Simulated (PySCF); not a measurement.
# One shape, several levels: BH2SeCl (SMILES ClB[SeH])

Aim: a comparison of 4 runs (SOGGA11/cc-pVDZ, BHLYP/ADZP) of BH2SeCl. 

The results are computed with PySCF 2.14.0.

9 further runs of the same task are left out: 3 that didn't finish, 6 set aside as unsound or not needed.

### 1 The structure to begin with

BH2SeCl has 5 atoms, charge 0, and is taken as a singlet. As SMILES, `ClB[SeH]`. Geometry: relaxed at PBE0-D4/def2-TZVP. This is one conformer, not always the lowest.

Bond lengths: Cl1–B2 1.743 Å, B2–Se3 1.916 Å, B2–H4 1.188 Å, Se3–H5 1.469 Å. Angles: Cl1–B2–Se3 118.9°, Cl1–B2–H4 119.6°, Se3–B2–H4 121.5°, B2–Se3–H5 94.6°.

### 2 Localised orbitals at SOGGA11/cc-pVDZ (C-PCM methanol) (run 1)

run.py

```python
import numpy
from pyscf import gto, dft, lo, solvent

mol = gto.M(
    atom=[
    ('Cl', (-2.133400, -0.290000, -0.272300)),
    ('B', (-0.406800, -0.344500, -0.042400)),
    ('Se', (0.577100, 1.299700, -0.015900)),
    ('H', (0.133400, -1.393500, 0.094000)),
    ('H', (1.879500, 0.654700, 0.195200)),
],
    verbose=4,
    basis='cc-pvdz',
    max_memory=1860,
    spin=0,
)

calc0 = dft.RKS(mol)
calc0.xc = 'sogga11'
calc0 = calc0.PCM()
calc0.with_solvent.method = 'C-PCM'
calc0.with_solvent.eps = 32.613  # methanol
calc0.kernel()

e_tot = calc0.e_tot
print('E(%s) = %.9f' % ('SOGGA11', e_tot))
occ = calc0.mo_coeff[:, 15:mol.nelec[0]]
loc = lo.ibo.ibo(mol, occ)
r1 = numpy.einsum('xij,ip,jp->px', mol.intor('int1e_r'), loc, loc)
spread = numpy.einsum('ij,ip,jp->p', mol.intor('int1e_r2'), loc, loc) - (r1 ** 2).sum(1)
centres = r1 * 0.529177
print('orbital  centre (A)  spread (bohr^2)')
for i, (c, s) in enumerate(zip(centres, spread), 1):
    print('%3d %9.4f %9.4f %9.4f %9.4f' % (i, *c, s))
```

Launch:

```console
$ OMP_NUM_THREADS=1 python run.py
```

The log of the run:

```text
PySCF version 2.14.0

[... 64 lines left out ...]
Solvent Energy = -0.00421265085373135
[... 11 lines left out ...]
Solvent Energy = -0.00281027862714493
[... 11 lines left out ...]
Solvent Energy = -0.00278152474764709
[... 11 lines left out ...]
Solvent Energy = -0.0027795551074843
[... 7 lines left out ...]
 Iterative localization: IB/P4/2x2, 7 iter; Final gradient 2.23e-09
[... 5 lines left out ...]
 14    0.4384    1.0272   -0.0170    7.1651
```

Run time: 10 s. Hardware: 1 thread of Arm Neoverse V2, shared host; peak memory 0.4 GiB.

### 3 Localised orbitals at SOGGA11/cc-pVDZ (Cartesian functions, C-PCM methanol) (run 2)

input.py

```python
import numpy
from pyscf import gto, dft, lo, solvent

mol = gto.M(
    atom=[
    ('Cl', (-2.133400, -0.290000, -0.272300)),
    ('B', (-0.406800, -0.344500, -0.042400)),
    ('Se', (0.577100, 1.299700, -0.015900)),
    ('H', (0.133400, -1.393500, 0.094000)),
    ('H', (1.879500, 0.654700, 0.195200)),
],
    max_memory=1860,
    cart=True,
    basis='cc-pvdz',
    verbose=4,
    symmetry=True,
)

mf = dft.RKS(mol)
mf.xc = 'sogga11'
mf = mf.PCM()
mf.with_solvent.method = 'C-PCM'
mf.with_solvent.eps = 32.613  # methanol
mf.diis_space = 2
mf.kernel()

energy = mf.e_tot
print('Final energy', energy)
occ = mf.mo_coeff[:, 15:mol.nelec[0]]
loc = lo.ibo.ibo(mol, occ)
r1 = numpy.einsum('xij,ip,jp->px', mol.intor('int1e_r'), loc, loc)
spread = numpy.einsum('ij,ip,jp->p', mol.intor('int1e_r2'), loc, loc) - (r1 ** 2).sum(1)
centres = r1 * 0.529177
print('orbital  centre (A)  spread (bohr^2)')
for i, (c, s) in enumerate(zip(centres, spread), 1):
    print('%3d %9.4f %9.4f %9.4f %9.4f' % (i, *c, s))
```

Launch:

```console
$ OMP_NUM_THREADS=1 python input.py
```

The log of the run:

```text
PySCF version 2.14.0

[... 79 lines left out ...]
Solvent Energy = -0.00305864735163596
[... 23 lines left out ...]
Solvent Energy = -0.00279399590884104
[... 23 lines left out ...]
Solvent Energy = -0.00277326241955942
[... 23 lines left out ...]
Solvent Energy = -0.00277117683609404
[... 23 lines left out ...]
Solvent Energy = -0.00277105530568249
[... 15 lines left out ...]
 Iterative localization: IB/P4/2x2, 7 iter; Final gradient 2.24e-09
[... 5 lines left out ...]
 14    0.4384    1.0270   -0.0168    7.1612
```

Wall time 24 s (1 thread of Arm Neoverse V2, shared host); peak memory 0.41 GiB.

Run 3 isn't shown in full; the table further down has it.

### 4 A single-point energy at BHLYP/ADZP (sfX2C, density fitting with def2-universal-jkfit) (run 4)

calc.py

```python
import pyscf.grad
from pyscf import gto, dft
from pyscf.pbc.tools.pyscf_ase import PySCF, ase_atoms_to_pyscf
from ase import Atoms

atoms = Atoms(['Cl', 'B', 'Se', 'H', 'H'], positions=[
    [-2.133400, -0.290000, -0.272300],
    [-0.406800, -0.344500, -0.042400],
    [0.577100, 1.299700, -0.015900],
    [0.133400, -1.393500, 0.094000],
    [1.879500, 0.654700, 0.195200],
])

mol = gto.M(
    atom=ase_atoms_to_pyscf(atoms),
    max_memory=1860,
    basis='adzp',
    charge=0,
    verbose=4,
    spin=0,
)

calc0 = dft.RKS(mol, xc='bhandhlyp')
calc0 = calc0.sfx2c1e()
calc0 = calc0.density_fit(auxbasis='def2-universal-jkfit')
atoms.calc = PySCF(method=calc0)

e_ev = atoms.get_potential_energy()
print('energy %.6f eV' % e_ev)
```

Launch:

```console
$ OMP_NUM_THREADS=1 python calc.py
```

The log of the run:

```text
PySCF version 2.14.0

[... 85 lines left out ...]
converged SCF energy = -2914.97729363681
energy -79320.572377 eV
```

Run time: 10 s. Hardware: 1 thread of Arm Neoverse V2, shared host; peak memory 0.51 GiB.

### 5 All runs side by side

```
run                                                          level  Cartesian functions  symmetry   energy (Eh)  dipole moment (D)  HOMO energy (eV)  LUMO energy (eV)  wall time
  1                               SOGGA11/cc-pVDZ (C-PCM methanol)                   no        no  -2887.898666               1.76             -6.50             -2.09       10 s
  2          SOGGA11/cc-pVDZ (Cartesian functions, C-PCM methanol)                  yes       yes  -2887.902405               1.76             -6.49             -2.09       24 s
  3         BHLYP/ADZP (density fitting with def2-universal-jkfit)                   no        no  -2887.787593               1.40             -8.79             -0.48      9.9 s
  4  BHLYP/ADZP (sfX2C, density fitting with def2-universal-jkfit)                   no        no  -2914.977294               1.36             -8.75             -0.45       10 s
```

### 6 Summary of results

| quantity | value |
| --- | --- |
| run 4: total energy | -2914.97729 Eh |
| run 4: dipole moment | 1.36 D |
| run 4: HOMO energy | -8.75 eV |
| run 4: LUMO energy | -0.45 eV |
| run 4: HOMO–LUMO gap | 8.30 eV |

What this shows: The dipole moment (its size) runs from 1.36 D (BHLYP/ADZP) to 1.76 D (SOGGA11/cc-pVDZ). The two ends differ in method and basis and solvent and Hamiltonian. The HOMO–LUMO gap runs from 4.41 eV (SOGGA11/cc-pVDZ) to 8.31 eV (BHLYP/ADZP). The two ends differ in method and basis and solvent. Totals of different functionals can't be ranked against each other. Some runs of one species differ in core potentials or relativity; totals across that change don't compare. All runs together took 55 s, the longest 24 s.
